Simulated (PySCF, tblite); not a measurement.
# ClH₇O₃Si₄: geometry, infrared bands and NMR shifts

Wanted: the infrared bands and NMR shifts of ClH₇O₃Si₄ (`[SiH3]O[Si]1(Cl)O[SiH2][SiH2]O1`), by calculation.

Computed with tblite 0.8.0 and PySCF 2.14.0, with density-fitted response routines of our own, on a single molecule in the gas phase. Atoms are numbered from 0 throughout.

## Step 1: The starting structure

15 atoms, charge 0, multiplicity 1; geometry from: force field or distance geometry start.

Bonds of the start (Å): Si0–O1 1.63, O1–Si2 1.65, Si2–Cl3 2.02, Si2–O4 1.68, O4–Si5 1.70, Si5–Si6 2.43, Si6–O7 1.70, O7–Si2 1.70, Si0–H8 1.49, Si0–H9 1.48, Si0–H10 1.48, Si5–H11 1.49, Si5–H12 1.47, Si6–H13 1.49, Si6–H14 1.48.

## Step 2: Optimising the geometry with GFN2-xTB

Job settings and geometry (Å):

```
{"job": {"kind": "relax", "xc": "GFN2-xTB", "basis": "xTB"}, "charge": 0, "multiplicity": 1}
Si    -3.016700    -0.250800    -0.902900
O     -1.516100    -0.789500    -0.558600
Si    -0.336200    -0.574800     0.579100
Cl    -1.000800    -1.193200     2.385900
O      1.067300    -1.425600     0.227800
Si     2.590800    -0.681100     0.116100
Si     1.747600     1.550400     0.571600
O      0.134000     1.047000     0.729900
H     -3.934500    -0.516000     0.234700
H     -3.533600    -0.947300    -2.104600
H     -2.981500     1.206500    -1.177700
H      3.487500    -1.170100     1.201400
H      3.135200    -0.790100    -1.249500
H      2.254300     2.083700     1.863100
H      1.898300     2.458800    -0.592800
```

Launch:

```
$ OMP_NUM_THREADS=1 python probes_run.py task.json out
```

The driver reads the jobs from task.json and runs them one after another.

**Question.** This job is followed by: GFN2-xTB harmonic vibrations, gas phase; GIAO PBE0/pcSseg-1 NMR shielding, non-relativistic, gas phase. What will the session give for the following? strongest single infrared mode (GFN2-xTB); zero-point energy (GFN2-xTB); 1H shifts against TMS (PBE0/pcSseg-1, means over atoms taken as alike); 29Si shifts against TMS (PBE0/pcSseg-1, means over atoms taken as alike); 17O shifts against H2O (PBE0/pcSseg-1, means over atoms taken as alike); 35Cl shifts against HCl (PBE0/pcSseg-1).

The runs gave:

| quantity | value |
| --- | --- |
| strongest single infrared mode (GFN2-xTB) | 1115 cm⁻¹, 650 km/mol |
| zero-point energy (GFN2-xTB) | 45.7 kcal/mol |
| 1H shifts against TMS (PBE0/pcSseg-1, means over atoms taken as alike) | 5.45, 5.43, 5.18 ppm |
| 29Si shifts against TMS (PBE0/pcSseg-1, means over atoms taken as alike) | -25.3, -39.6, -59.6 ppm |
| 17O shifts against H2O (PBE0/pcSseg-1, means over atoms taken as alike) | 63.7, 60.1 ppm |
| 35Cl shifts against HCl (PBE0/pcSseg-1) | 21 ppm |

Over 75 steps the energy fell by 0.645 eV; of the close pairs, Si5–Si6 changed most, 2.429 to 2.324 Å. All 39 modes are real, so the xTB geometry is a minimum. The strongest single mode, at 1115 cm⁻¹, moves mainly O1. GFN2-xTB is a fitted tight-binding method: band positions and strengths are rough. Its intensities can rank the bands wrongly. At PBE0/pcSseg-1: The widest tensor belongs to Cl3: span 194 ppm, with a paramagnetic part of -221 ppm.
